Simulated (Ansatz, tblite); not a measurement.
**C₈H₂₄Si₃: a ladder of methods and basis sets**

How do method and basis change the picture of C₈H₂₄Si₃ (singlet)?

Method: as each input shows; program: Ansatz 0.2.0, Gaussian basis.

Levels to be run: GFN1-xTB, GFN2-xTB, PBE-D4/def2-TZVP, r2SCAN-D4/def2-TZVP, LDA/def2-TZVP, BHLYP-D4/def2-TZVP, PBE-D4/def2-SVP, PBE0-D4/def2-SVP, HF/STO-3G, HF/6-31G, B3LYP-D4/6-31G, MP2/def2-SVP.

4 further runs of the same task are left out: 4 that didn't finish.

**1. The structure**

The singlet was relaxed beforehand with PBE-D4/def2-SVP.

SMILES `CC[SiH](C)C[SiH](C)C[SiH](C)C`, 35 atoms, charge 0, spin multiplicity 1.

Bond lengths: C1–C2 1.535 Å, C1–H12 1.110 Å, C1–H13 1.110 Å, C1–H14 1.110 Å, C2–Si3 1.903 Å, C2–H15 1.113 Å, C2–H16 1.113 Å, Si3–C4 1.895 Å, Si3–C5 1.898 Å, Si3–H17 1.511 Å, C4–H18 1.109 Å, C4–H19 1.110 Å, C4–H20 1.109 Å, C5–Si6 1.896 Å, C5–H21 1.113 Å, C5–H22 1.113 Å, Si6–C7 1.892 Å, Si6–C8 1.896 Å and more. Angles: C2–C1–H12 111.8°, C2–C1–H13 112.0°, C2–C1–H14 111.5°, H12–C1–H13 107.0°, H12–C1–H14 107.2°, H13–C1–H14 107.0°, C1–C2–Si3 114.5°, C1–C2–H15 110.6°, C1–C2–H16 110.2°, Si3–C2–H15 107.6°, Si3–C2–H16 108.0°, H15–C2–H16 105.5°, C2–Si3–C4 110.3°, C2–Si3–C5 110.8°, C2–Si3–H17 108.2°, C4–Si3–C5 110.3°, C4–Si3–H17 108.6°, C5–Si3–H17 108.6° and more.

PBE0-D4/def2-TZVP was run before; its log isn't repeated, and its numbers join the tables.

**2. GFN1-xTB**

Tight binding, by tblite at 300 K electronic temperature and without a spin-polarisation term:

```python
tblite.interface.Calculator('GFN1-xTB', numbers, positions, charge=0, uhf=0).singlepoint()
```

Energy -963.8199 eV, HOMO -11.08 eV, LUMO -4.98 eV; 0.03 s.

**3. GFN2-xTB**

Tight binding, by tblite at 300 K electronic temperature and without a spin-polarisation term:

```python
tblite.interface.Calculator('GFN2-xTB', numbers, positions, charge=0, uhf=0).singlepoint()
```

Energy -938.8555 eV, HOMO -10.10 eV, LUMO -4.36 eV; 0.024 s.

**4. PBE-D4/def2-TZVP**

start.molden holds the orbitals of an earlier run on this state, given as this run's starting guess.

in.yaml

```yaml
crystal:
  periodic: [false, false, false]
  atoms:
    - {symbol: C, position_ang: [-3.274489, 1.589123, -0.835888]}
    - {symbol: C, position_ang: [-3.298018, 0.055385, -0.777020]}
    - {symbol: Si, position_ang: [-2.776627, -0.679034, 0.898894]}
    - {symbol: C, position_ang: [-4.001562, -0.167613, 2.251136]}
    - {symbol: C, position_ang: [-1.020339, -0.125653, 1.358750]}
    - {symbol: Si, position_ang: [0.298627, -0.340840, 0.013612]}
    - {symbol: C, position_ang: [0.281441, -2.107764, -0.661989]}
    - {symbol: C, position_ang: [2.018211, 0.095547, 0.682959]}
    - {symbol: Si, position_ang: [3.472604, -0.105390, -0.517722]}
    - {symbol: C, position_ang: [5.078883, 0.497581, 0.284655]}
    - {symbol: C, position_ang: [3.147876, 0.847409, -2.121118]}
    - {symbol: H, position_ang: [-3.945601, 2.042030, -0.076269]}
    - {symbol: H, position_ang: [-3.598741, 1.972286, -1.825791]}
    - {symbol: H, position_ang: [-2.254764, 1.987155, -0.652528]}
    - {symbol: H, position_ang: [-4.315678, -0.329183, -1.010550]}
    - {symbol: H, position_ang: [-2.633051, -0.369944, -1.561182]}
    - {symbol: H, position_ang: [-2.791717, -2.185784, 0.780441]}
    - {symbol: H, position_ang: [-5.029927, -0.507409, 2.010412]}
    - {symbol: H, position_ang: [-4.025516, 0.935347, 2.370050]}
    - {symbol: H, position_ang: [-3.718689, -0.605870, 3.229924]}
    - {symbol: H, position_ang: [-1.048048, 0.947306, 1.652909]}
    - {symbol: H, position_ang: [-0.701202, -0.689279, 2.263659]}
    - {symbol: H, position_ang: [-0.024603, 0.611072, -1.115237]}
    - {symbol: H, position_ang: [-0.710670, -2.369239, -1.082541]}
    - {symbol: H, position_ang: [0.508683, -2.837710, 0.142194]}
    - {symbol: H, position_ang: [1.039376, -2.239711, -1.460617]}
    - {symbol: H, position_ang: [1.997598, 1.151360, 1.035362]}
    - {symbol: H, position_ang: [2.213858, -0.530976, 1.581933]}
    - {symbol: H, position_ang: [3.626278, -1.572748, -0.847985]}
    - {symbol: H, position_ang: [5.291739, -0.057665, 1.221085]}
    - {symbol: H, position_ang: [5.943592, 0.359614, -0.396746]}
    - {symbol: H, position_ang: [5.012653, 1.576544, 0.536813]}
    - {symbol: H, position_ang: [2.246227, 0.467193, -2.642831]}
    - {symbol: H, position_ang: [2.984112, 1.925123, -1.911906]}
    - {symbol: H, position_ang: [4.007495, 0.761745, -2.816868]}
basis:
  gaussian: {orbitals: def2-TZVP, initial_orbitals: start.molden}
hamiltonian: {xc: pbe, dispersion: d4}
scf: {omitted_lower_state_checks: [starts]}
output: {orbitals: {seedname: orbitals}}
```

Command:

```sh
> ansatz run in.yaml --threads 4 --pin off --events-out ev --progress --plain --max-ram 6963MiB
```

Further steps of the session: r2SCAN-D4/def2-TZVP; LDA/def2-TZVP; BHLYP-D4/def2-TZVP; PBE-D4/def2-SVP; PBE0-D4/def2-SVP; HF/STO-3G; HF/6-31G; B3LYP-D4/6-31G; MP2/def2-SVP.

Before running them: what should the planned runs give, taken together? Wanted: gap in def2-TZVP, named functionals, smallest and largest; correlation energy, MP2/def2-SVP; binding an atom, functionals in def2-TZVP; PBE0 total energy, smallest basis above largest.

**Answer**, as computed:

```
                                                 quantity                               value
gap in def2-TZVP, named functionals, smallest and largest  6.40 eV (LDA), 10.21 eV (BHLYP-D4)
                         correlation energy, MP2/def2-SVP                           -39.88 eV
                binding an atom, functionals in def2-TZVP    3.86 (BHLYP-D4) to 4.39 eV (LDA)
          PBE0 total energy, smallest basis above largest      17.50 eV (def2-SVP, def2-TZVP)
```

What this shows: Over the named functionals in def2-TZVP the gap runs from 6.40 eV (LDA) to 10.21 eV (BHLYP-D4); exact exchange widens it.
